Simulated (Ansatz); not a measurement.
# Ge3S: one candidate of a structure search

Where does this trial cell of Ge3S go when cell and atoms are let free?

Computed with Ansatz 0.2.0 (DFT PBE, scalar-relativistic, plane waves, PAW, unless a step's input says otherwise).

## 1. The starting structure

Symmetry: Fm-3m, No. 225, cubic system. Conventional cell: a = 6.658 Å, b = 6.658 Å, c = 6.658 Å, α = 90.00°, β = 90.00°, γ = 90.00°. Around Ge (site symmetry -43m) lie 4 S at 2.88 Å and 4 Ge at 2.88 Å. Ge (site symmetry m-3m) has 8 Ge at 2.88 Å in its first shell of neighbours. Around S (site symmetry m-3m) lie 8 Ge at 2.88 Å.

Coordinates:

```cif
data_structure
_symmetry_space_group_name_H-M 'P 1'
_symmetry_Int_Tables_number 1
_cell_length_a 4.7079
_cell_length_b 4.7079
_cell_length_c 4.7079
_cell_angle_alpha 60.000
_cell_angle_beta 60.000
_cell_angle_gamma 60.000
_cell_volume 73.78
loop_
_atom_site_label
_atom_site_type_symbol
_atom_site_fract_x
_atom_site_fract_y
_atom_site_fract_z
_atom_site_occupancy
Ge1 Ge 0.75000 0.75000 0.75000 1
Ge2 Ge 0.25000 0.25000 0.25000 1
Ge3 Ge 0.50000 0.50000 0.50000 1
S1 S 0.00000 0.00000 0.00000 1
```

Recipe of the guess: species swapped into a database cell of Fe3Si (Fm-3m, No. 225), with Ge on the Fe sites and S on the Si sites. The dimensions are guesses.

## 2. Probe: one point on a coarse mesh

File input.yaml:

```yaml
crystal:
  lattice:
    - [0.0, 3.32898762, 3.32898762]
    - [3.32898762, 0.0, 3.32898762]
    - [3.32898762, 3.32898762, 0.0]
  atoms:
    - { symbol: Ge, position: [0.75, 0.75, 0.75] }
    - { symbol: Ge, position: [0.25, 0.25, 0.25] }
    - { symbol: Ge, position: [0.5, 0.5, 0.5] }
    - { symbol: S, position: [0.0, 0.0, 0.0] }
basis:
  ecutwfc: 420
kpoints:
  mp_grid: { grid: [4, 4, 4] }
hamiltonian:
  xc: pbe
scf:
  occupations: { method: gaussian, width: 0.1 }
  lower_state_search: "off"
output:
  forces: true
  stress: true
  eigenvalues: true
```

Command:

```console
$ ansatz run input.yaml --threads 1 --pin off --max-ram 2560MiB --backend cpu --events-out ev --progress --plain --runs-dir out
```

The program printed (excerpt; [...] marks lines left out):

```text
Warning: RAYON_NUM_THREADS=1 ignored (pool sized by the plan → 1); use --threads N
[...]
Pseudopotentials: kind: paw
Pseudopotential: Ge, paw, valence charge 14, recommended cutoff 420 eV (normal), Ge.paw.azcp
Pseudopotential: S, paw, valence charge 6, recommended cutoff 420 eV (normal), S.paw.azcp
Functional definition: PBE
[...]
Crystal: 4 atoms, lattice volume = 73.785 Å³
Basis set: ecut = 420 eV, 1459 PW (Γ), exchange–correlation on 64×64×64 points (8 copies of the dense FFT grid, shifted against one another)
Bands: 29, of which v1, the nominal top of the filled ones, is band 24 counted from 1 (23 counted from 0)
Symmetry: 48 space group operations
Space group: Fm-3m (ITA 225), of the structure as read, at distance tolerance 4.2e-5 Å
k-points: 8 of 64
[...]
SCF iter   1: F=—  HF=-13785.482017 eV  |F-HF|=—  |Δ(HF+E_count)|=         —  Δρ=7.02e-3  dr2=9.90e-2  ethr=1.77e-3  ⟨swp⟩=5.6  Hψ=918  notcnv=0
[...]
SCF iter   6: F=-13785.456444 eV  HF=-13785.456444 eV  |F-HF|=7.06e-9  |Δ(HF+E_count)|=   4.02e-7  Δρ=3.95e-6  dr2=6.50e-9  ethr=2.08e-10  ⟨swp⟩=6.6  Hψ=939  notcnv=0
[...]
SCF converged after 6 iterations
Free energy (F): -13785.456444 eV
[...]
E sigma→0 (E₀):  -13785.449069 eV
Entropy (-TS):   -0.014750 eV (-3.688 meV/atom)
Fermi energy:    10.481981 eV
[...]
--- Forces (eV/Å), atoms counted from 1 ---
  atom   1  Ge    -0.00000000    -0.00000000     0.00000000
  atom   2  Ge     0.00000000     0.00000000    -0.00000000
  atom   3  Ge     0.00000000    -0.00000000    -0.00000000
  atom   4  S     -0.00000000     0.00000000     0.00000000
[...]
--- Stress (GPa, compression-positive) ---
       -1.129832       0.000000       0.000000
        0.000000      -1.129832       0.000000
        0.000000      -0.000000      -1.129832
  P = ⅓ Tr σ = -1.1298 GPa (-11.298 kbar)
--- Band table (eV; the first three rows and the last of 8) ---
[...]
```

Wall time 2.8 s (1 thread of Intel Xeon at 2.50GHz (Skylake/Cascade Lake), shared host); peak memory 0.33 GiB.

Read-out: pressure -1.1 GPa, largest force 0.00 eV/Å, gap on this mesh none (metal). The relaxation goes to the converged mesh at once.

## 3. Relaxation on the finer mesh

input.yaml, as its differences from that of step 2:

```diff
@@ -13,3 +13,3 @@
 kpoints:
-  mp_grid: { grid: [4, 4, 4] }
+  mp_grid: { grid: [12, 12, 12] }
 hamiltonian:
@@ -18,3 +18,2 @@
   occupations: { method: gaussian, width: 0.1 }
-  lower_state_search: "off"
 output:
@@ -23 +22,10 @@
   eigenvalues: true
+  write_density: true
+  write_potential: true
+  elf: true
+  volumetric_format: npy
+relax:
+  adjacent_minimum: "off"
+  f_tol: 0.01
+  max_steps: 80
+  cell: { stress_tol: 0.05 }
```

Command:

```console
$ ansatz run input.yaml --threads 1 --pin off --max-ram 2560MiB --backend cpu --events-out ev --progress --plain --runs-dir out
```

The program printed:

```text
Warning: RAYON_NUM_THREADS=1 ignored (pool sized by the plan → 1); use --threads N
Engine: ansatz 0.2.0, x86_64-unknown-linux-gnu
[... 4 set-up lines as earlier in the session ...]
  parameter kappa = 0.804
  parameter beta = 0.06672455060314922
  exchange = pbe_x(kappa = kappa, mu = beta*pi^2/3)
  correlation = pbe_c(beta = beta)
Crystal: 4 atoms, lattice volume = 73.785 Å³
Basis set: ecut = 420 eV, 1459 PW (Γ), exchange–correlation on 64×64×64 points (8 copies of the dense FFT grid, shifted against one another)
Bands: 29, of which v1, the nominal top of the filled ones, is band 24 counted from 1 (23 counted from 0)
[... 2 set-up lines as earlier in the session ...]
k-points: 72 of 1728
Non-local potential: Ge, projectors of the file, l = 0: 2, l = 1: 2, l = 2: 3, l = 3: 1
Non-local potential: S, projectors of the file, l = 0: 2, l = 1: 2, l = 2: 2
PAW form: soft (Blöchl's): semilocal exchange-correlation on the pseudo side does not see the compensation charge
PAW one-centre angular grid: Ge, 590 points (default); XC on 64 Gauss nodes
PAW one-centre angular grid: S, 110 points (default); XC on 64 Gauss nodes
Initial density: superposition of atomic densities (neutral atoms: chi_scale 0, normalization atom), corrected by the library's trained network
Initial wavefunctions: pseudopotential atomic-orbital guess
Functional: x = pbe(κ = 0.804, μ = 0.2195149727645171), c = pbe(β = 0.06672455060314922)
SCF iter   1: F=—  HF=-13785.608649 eV  |F-HF|=—  |Δ(HF+E_count)|=         —  Δρ=4.32e-3  dr2=3.76e-2  ethr=1.77e-3  ⟨swp⟩=5.8  Hψ=8373  notcnv=0
preconditioner: auto → Kerker (q_TF=auto, 2.540 Å⁻¹)  [metal: Δε(μ)=0.029 eV  Ē_g=20.168 eV  σ=0.100 eV  W_gap=0.16  n_scr=14 (ndim 8)  ℏωp=29.9 eV  f_vac=0.000  D(μ)=2.20/eV (n_scr^D=14)]
SCF iter   2: F=—  HF=-13785.601149 eV  |F-HF|=—  |Δ(HF+E_count)|=   7.50e-3  Δρ=1.76e-3  dr2=6.31e-3  ethr=7.84e-5  ⟨swp⟩=1.0  Hψ=2665  notcnv=0
SCF iter   3: F=—  HF=-13785.599863 eV  |F-HF|=—  |Δ(HF+E_count)|=   1.29e-3  Δρ=6.87e-4  dr2=6.72e-4  ethr=1.31e-5  ⟨swp⟩=2.0  Hψ=2263  notcnv=0
SCF iter   4: F=—  HF=-13785.599724 eV  |F-HF|=—  |Δ(HF+E_count)|=   1.39e-4  Δρ=1.71e-4  dr2=1.46e-5  ethr=1.40e-6  ⟨swp⟩=3.0  Hψ=3867  notcnv=0
SCF iter   5: F=—  HF=-13785.599688 eV  |F-HF|=—  |Δ(HF+E_count)|=   3.57e-5  Δρ=7.38e-5  dr2=2.75e-6  ethr=3.04e-8  ⟨swp⟩=2.0  Hψ=3781  notcnv=0
SCF iter   6: F=—  HF=-13785.599690 eV  |F-HF|=—  |Δ(HF+E_count)|=   1.21e-6  Δρ=1.34e-5  dr2=1.40e-7  ethr=5.73e-9  ⟨swp⟩=2.0  Hψ=2690  notcnv=0
SCF iter   7: F=-13785.599690 eV  HF=-13785.599690 eV  |F-HF|=6.42e-8  |Δ(HF+E_count)|=   4.02e-9  Δρ=5.78e-6  dr2=1.34e-8  ethr=2.08e-10  ⟨swp⟩=9.1  Hψ=13608  notcnv=0
SCF 1 converged in 7 iterations: F = -13785.599690 eV  dr2 = 1.34e-8
relax step   1: F+E_penalty+E_count = -13785.59968957 eV  Δ(F+E_penalty+E_count) = +0.000e0 eV  max|allowed force component| = 9.252e-18 eV/Å  Δτ_max = 0.0000 Å  P = +0.469 GPa  Ω = 73.785 Å³  (7 SCF iters, dr2 threshold 1.00e-7 eV, accepted)
Crystal: 4 atoms, lattice volume = 74.591 Å³
Initial density: handed on by an earlier stage of this run
Initial wavefunctions: those handed on with the density
iter 1 solved again at ethr=5.72e-7 eV; its pass at ethr=3.10e-3 eV (dr2=2.75e-4 eV) is discarded
SCF iter   1: F=—  HF=-13785.600148 eV  |F-HF|=—  |Δ(HF+E_count)|=         —  Δρ=3.73e-4  dr2=2.59e-4  ethr=5.72e-7  ⟨swp⟩=2.7  Hψ=9651  notcnv=0
preconditioner: auto → Kerker (q_TF=auto, 2.535 Å⁻¹)  [metal: Δε(μ)=0.019 eV  Ē_g=20.149 eV  σ=0.100 eV  W_gap=0.11  n_scr=14 (ndim 8)  ℏωp=29.8 eV  f_vac=0.000  D(μ)=2.26/eV (n_scr^D=14)]
SCF iter   2: F=—  HF=-13785.600091 eV  |F-HF|=—  |Δ(HF+E_count)|=   5.73e-5  Δρ=1.72e-4  dr2=4.33e-5  ethr=5.39e-7  ⟨swp⟩=1.7  Hψ=2179  notcnv=0
SCF iter   3: F=—  HF=-13785.600084 eV  |F-HF|=—  |Δ(HF+E_count)|=   6.19e-6  Δρ=7.45e-5  dr2=5.36e-6  ethr=9.02e-8  ⟨swp⟩=1.7  Hψ=2174  notcnv=0
SCF iter   4: F=—  HF=-13785.600084 eV  |F-HF|=—  |Δ(HF+E_count)|=   4.50e-7  Δρ=2.48e-5  dr2=3.39e-7  ethr=8.33e-10  ⟨swp⟩=6.1  Hψ=13326  notcnv=0
SCF iter   5: F=-13785.600084 eV  HF=-13785.600084 eV  |F-HF|=2.18e-10  |Δ(HF+E_count)|=   2.47e-7  Δρ=7.41e-6  dr2=3.15e-8  ethr=7.05e-10  ⟨swp⟩=7.3  Hψ=12901  notcnv=0
SCF 2 converged in 5 iterations: F = -13785.600084 eV  dr2 = 3.15e-8
relax step   2: F+E_penalty+E_count = -13785.60008379 eV  Δ(F+E_penalty+E_count) = -3.942e-4 eV  max|allowed force component| = 9.772e-17 eV/Å  Δτ_max = 0.0000 Å  P = -0.255 GPa  Ω = 74.591 Å³  energy of the carried Pulay correction = -1.280e-4 eV  (5 SCF iters, dr2 threshold 4.00e-7 eV, accepted)
Crystal: 4 atoms, lattice volume = 74.306 Å³
iter 1 solved again at ethr=7.37e-8 eV; its pass at ethr=3.10e-3 eV (dr2=3.54e-5 eV) is discarded
SCF iter   1: F=—  HF=-13785.600384 eV  |F-HF|=—  |Δ(HF+E_count)|=         —  Δρ=1.34e-4  dr2=3.29e-5  ethr=7.37e-8  ⟨swp⟩=2.6  Hψ=9359  notcnv=0
preconditioner: auto → Kerker (q_TF=auto, 2.537 Å⁻¹)  [metal: Δε(μ)=0.031 eV  Ē_g=20.163 eV  σ=0.100 eV  W_gap=0.17  n_scr=14 (ndim 8)  ℏωp=29.8 eV  f_vac=0.000  D(μ)=2.25/eV (n_scr^D=14)]
SCF iter   2: F=—  HF=-13785.600360 eV  |F-HF|=—  |Δ(HF+E_count)|=   2.33e-5  Δρ=6.04e-5  dr2=5.25e-6  ethr=6.86e-8  ⟨swp⟩=1.8  Hψ=2185  notcnv=0
SCF iter   3: F=—  HF=-13785.600360 eV  |F-HF|=—  |Δ(HF+E_count)|=   7.86e-7  Δρ=2.49e-5  dr2=6.09e-7  ethr=1.09e-8  ⟨swp⟩=1.7  Hψ=2169  notcnv=0
SCF iter   4: F=-13785.600360 eV  HF=-13785.600360 eV  |F-HF|=5.36e-8  |Δ(HF+E_count)|=   5.44e-8  Δρ=7.70e-6  dr2=3.06e-8  ethr=3.38e-10  ⟨swp⟩=7.6  Hψ=12332  notcnv=0
SCF 3 converged in 4 iterations: F = -13785.600360 eV  dr2 = 3.06e-8
relax step   3: F+E_penalty+E_count = -13785.60035957 eV  Δ(F+E_penalty+E_count) = -2.758e-4 eV  max|allowed force component| = 1.081e-16 eV/Å  Δτ_max = 0.0000 Å  P = -0.003 GPa  Ω = 74.306 Å³  energy of the carried Pulay correction = -8.282e-5 eV  (4 SCF iters, dr2 threshold 1.62e-7 eV, accepted)
Initial wavefunctions: pseudopotential atomic-orbital guess (no wavefunctions were taken with the density)
iter 1 solved again at ethr=2.41e-8 eV; its pass at ethr=3.10e-3 eV (dr2=1.15e-5 eV) is discarded
SCF iter   1: F=—  HF=-13785.600461 eV  |F-HF|=—  |Δ(HF+E_count)|=         —  Δρ=8.20e-6  dr2=2.74e-8  ethr=2.41e-8  ⟨swp⟩=3.0  Hψ=13061  notcnv=0
preconditioner: auto → Kerker (q_TF=auto, 2.537 Å⁻¹)  [metal: Δε(μ)=0.029 eV  Ē_g=20.163 eV  σ=0.100 eV  W_gap=0.16  n_scr=14 (ndim 8)  ℏωp=29.8 eV  f_vac=0.000  D(μ)=2.25/eV (n_scr^D=14)]
SCF iter   2: F=—  HF=-13785.600443 eV  |F-HF|=—  |Δ(HF+E_count)|=   1.82e-5  Δρ=5.55e-6  dr2=1.90e-8  ethr=5.71e-11  ⟨swp⟩=2.0  Hψ=3831  notcnv=0
SCF iter   3: F=—  HF=-13785.600443 eV  |F-HF|=—  |Δ(HF+E_count)|=  4.20e-10  Δρ=3.36e-6  dr2=7.76e-9  ethr=3.96e-11  ⟨swp⟩=2.0  Hψ=3787  notcnv=0
SCF iter   4: F=—  HF=-13785.600443 eV  |F-HF|=—  |Δ(HF+E_count)|=  1.64e-11  Δρ=6.70e-7  dr2=4.33e-10  ethr=1.62e-11  ⟨swp⟩=2.0  Hψ=2736  notcnv=0
SCF iter   5: F=-13785.600443 eV  HF=-13785.600443 eV  |F-HF|=1.27e-11  |Δ(HF+E_count)|=  5.46e-12  Δρ=1.53e-7  dr2=1.85e-11  ethr=1.00e-12  ⟨swp⟩=4.0  Hψ=9526  notcnv=0
SCF 4 converged in 5 iterations: F = -13785.600443 eV  dr2 = 1.85e-11
relax step   4: F+E_penalty+E_count = -13785.60044319 eV  Δ(F+E_penalty+E_count) = -8.362e-5 eV  max|allowed force component| = 1.064e-16 eV/Å  Δτ_max = 0.0000 Å  P = -0.003 GPa  Ω = 74.306 Å³  stress off target by 2.94e-3 GPa  SCF on the basis re-selected at this cell (its energy is not comparable with the rows above)  (5 SCF iters)
basis re-selected at this cell: Δ(F+E_penalty+E_count) = -8.362e-5 eV, ΔP = +0.000 GPa vs the last step (what re-selecting the basis moved, of the pressure what is left beyond the Pulay correction that the steps carried, after the strain that the cell walked since its last selection, with what the two solves' SCF thresholds leave and, on support functions, any second-order correction that the steps lacked; it is no measure of the basis error at this ecutwfc). This SCF's stress stands 2.94e-3 GPa from its target on what of the cell is left free (relax.cell.stress_tol is 5.00e-2 GPa) and its largest allowed force component is 1.06e-16 eV/Å (relax.f_tol is 1.00e-2 eV/Å): within both
SCF converged after 5 iterations
Free energy (F): -13785.600443 eV
Harris-Foulkes:  -13785.600443 eV  (|F-HF|=1.27e-11)
Internal energy: -13785.589200 eV  (E = F + TS)
E sigma→0 (E₀):  -13785.594822 eV
Entropy (-TS):   -0.011243 eV (-2.811 meV/atom)
Fermi energy:    10.201111 eV
--- Per-component energies (eV) ---
  E_band       = -350.919961
  E_kinetic    = 434.632523
  E_local      = -6759.875017  (includes V_loc(G=0)·N_el)
  E_nonlocal   = 1272.868311
  E_hartree    = 2950.902251
  E_xc         = -322.795127
  E_vxc        = -279.519845  (∫ρ·V_xc dr)
  E_paw        = -6647.422551  (= ΣΔE_a)
  E_vpaw       = -920.831296  (= ΣTr[D̂ρ^β])
  E_aug_tail   = 0.000929  (compensation charges beyond the density's cutoff)
  E_ewald      = -4713.900521
  E_smearing   = -0.011243  (= −TS)
  E_closure    = -0.000000  (closes the sum)
  Σ components = -13785.600443   (vs F -13785.600443, Δ=0.00e0)
--- Forces (eV/Å), atoms counted from 1 ---
  atom   1  Ge    -0.00000000     0.00000000     0.00000000
  atom   2  Ge     0.00000000    -0.00000000    -0.00000000
  atom   3  Ge     0.00000000    -0.00000000    -0.00000000
  atom   4  S     -0.00000000     0.00000000     0.00000000
  max |Σ_I F_I| component: 4.63e-18 eV/Å
--- Stress (GPa, compression-positive) ---
       -0.002935      -0.000000      -0.000000
       -0.000000      -0.002935       0.000000
       -0.000000      -0.000000      -0.002935
  P = ⅓ Tr σ = -0.0029 GPa (-0.029 kbar)
--- Band table (eV; the first three rows and the last of 72) ---
  k-point 0: bands = ["-14.5989", "-14.5989", "-14.5834", "-14.5834", "-14.5834", "-14.5682", "-14.5682", "-14.5682", "-14.5441", "-14.5441", "-14.2805", "-14.2805", "-14.2805", "-14.2737", "-14.2737", "-4.0975", "1.0583", "4.6747", "6.8092", "6.8092", "6.8092", "7.0256", "8.5605", "8.5605", "8.5605", "9.5909", "9.5909", "9.5909", "14.6656"]
  k-point 1: bands = ["-14.5979", "-14.5979", "-14.5842", "-14.5833", "-14.5833", "-14.5684", "-14.5684", "-14.5673", "-14.5450", "-14.5450", "-14.2808", "-14.2802", "-14.2802", "-14.2738", "-14.2738", "-4.0457", "0.9979", "4.4934", "6.6344", "6.6870", "6.7235", "6.7235", "8.6402", "8.6402", "9.0088", "9.5690", "9.5690", "10.2662", "14.9326"]
  k-point 2: bands = ["-14.5948", "-14.5948", "-14.5854", "-14.5830", "-14.5830", "-14.5690", "-14.5690", "-14.5657", "-14.5476", "-14.5476", "-14.2814", "-14.2796", "-14.2796", "-14.2742", "-14.2742", "-3.8940", "0.8192", "3.9619", "6.0264", "6.5467", "6.5467", "6.7112", "8.5892", "8.5892", "9.7889", "9.7889", "9.9999", "11.6502", "15.6318"]
  k-point 71: bands = ["-14.5850", "-14.5850", "-14.5812", "-14.5798", "-14.5777", "-14.5761", "-14.5761", "-14.5647", "-14.5560", "-14.5560", "-14.2802", "-14.2802", "-14.2774", "-14.2769", "-14.2732", "-2.6261", "1.1779", "1.1779", "1.2901", "6.8132", "7.1873", "7.5581", "7.5581", "11.2777", "11.2777", "13.8129", "13.9437", "14.0093", "14.8327"]
--- Relaxed structure (3 steps of the walk, 3 accepted, 1 SCFs on fresh bases) ---
  F+E_penalty+E_count = -13785.60044319 eV   max|allowed force component| = 1.064e-16 eV/Å   (the final SCF, on the basis selected at the relaxed cell)
  cell:  # Å, volume = 74.3056 Å³
    - [3.5667604230269136e-34, 3.336802327733514, 3.336802327733514]
    - [3.336802327733514, -6.369215041119448e-36, 3.336802327733514]
    - [3.336802327733514, 3.336802327733514, 8.279979553455338e-35]
  atoms:
    - { symbol: Ge, position: [0.75, 0.75, 0.75] }
    - { symbol: Ge, position: [0.24999999999999997, 0.24999999999999997, 0.24999999999999997] }
    - { symbol: Ge, position: [0.49999999999999994, 0.49999999999999994, 0.49999999999999994] }
    - { symbol: S, position: [-2.0791979403040996e-34, 1.0555594814912807e-35, 1.1253337523017208e-34] }
```

Run time: 70 s. Hardware: 1 thread of Intel Xeon at 2.50GHz (Skylake/Cascade Lake), shared host; peak memory 0.46 GiB.

Relaxation path:

| step | E - E(step 1) (eV/cell) | largest force component (eV/Å) | pressure (GPa) | volume (Å³) |
| --- | --- | --- | --- | --- |
| 1 | 0.0000 | 0.0000 | 0.47 | 73.78 |
| 2 | -0.0004 | 0.0000 | -0.25 | 74.59 |
| 3 | -0.0007 | 0.0000 | 0.00 | 74.31 |
| 4 | -0.0008 | 0.0000 | 0.00 | 74.31 |

Step 1 is the start. Step 4 repeats the geometry before it on a plane-wave basis chosen anew for that cell, so its energy need not be comparable with the rows above.

Lengths and angles in the start's conventional setting:

|  | before | after | change |
| --- | --- | --- | --- |
| a (Å) | 6.658 | 6.674 | +0.2 % |
| b (Å) | 6.658 | 6.674 | +0.2 % |
| c (Å) | 6.658 | 6.674 | +0.2 % |
| volume (Å³/atom) | 18.45 | 18.58 | +0.7 % |
| shortest distance (Å) | 2.883 | 2.890 | +0.2 % |
| space group (0.01 Å) | Fm-3m | Fm-3m | same |

The run keeps the 48 symmetry operations of the start, so it could not have lowered the symmetry.

Axes a, b and c in the maps are those of this run's conventional cell (a, b, c = 6.674, 6.674, 6.674 Å).

Density in a lattice plane of the grid's cell (edges 6.67 and 6.67 Å, at 0.000 of the third edge), which holds Ge and S.

Ten even steps from '0' (0.00 e/Å³) to '9' (56.41 e/Å³):
```
000000000001310000000000
000000000000000000000000
000000000000000000000000
000000000000000000000000
000000000000000000000000
000000000000000000000000
000000000000000000000000
000000000000000000000000
310000000000000000000001
940000000000000000000004
310000000000000000000001
000000000000000000000000
000000000000000000000000
000000000000000000000000
000000000000000000000000
000000000000000000000000
000000000000000000000000
000000000000000000000000
000000000001310000000000
000000000004940000000000
```
Columns run along the first of these edges and rows up along the second, over one cell in 24 and 20 even steps from the bottom left corner. Atoms in the plane (fractional): Ge at (0.00, 0.50), Ge at (0.50, 0.00), S at (0.00, 0.00), S at (0.50, 0.50).

ELF in the same plane.

Ten even steps from '0' (0.02) to '9' (0.83):
```
369972124431013442127996
999852124543334542125899
987521123454445432112578
432211112233333221111223
111111111111111111111111
333221111223432211112233
445432112578987521123454
334542125899999852124543
013442127996369972124431
402442137982028973124420
013442127996369972124431
334542125899999852124543
445432112578987521123454
333221111223432211112233
111111111111111111111111
432211112233333221111223
987521123454445432112578
999852124543334542125899
369972124431013442127996
028973124420402442137982
```
Columns run along the first of these edges and rows up along the second, over one cell in 24 and 20 even steps from the bottom left corner. Atoms in the plane (fractional): Ge at (0.00, 0.50), Ge at (0.50, 0.00), S at (0.00, 0.00), S at (0.50, 0.50).

Both are smooth fields of the valence electrons: close to the nuclei they are not physical.

Maxima of ELF outside the ion cores: 0.85 in the shell around S, 0.8 Å from S; 0.50 on the Ge–Ge line, 1.3 Å from Ge.

## 4. Results

| quantity | value |
| --- | --- |
| symmetry at the end (tolerance 0.05 Å) | space group Fm-3m (No. 225) |
| conventional cell | a = 6.674 Å, b = 6.674 Å, c = 6.674 Å, α = 90.00°, β = 90.00°, γ = 90.00° |
| volume | 18.58 Å³/atom |
| energy over the elements | +0.35 eV/atom |
| gap on the mesh | none (metal) |

**Reading.** The space group Fm-3m (No. 225) is kept, and the volume per atom grows by 0.7 % from the first guess. The formation energy is positive, so the separate elements lie lower. No finished test with a distortion of lower symmetry is shown, so the end may be a saddle point.
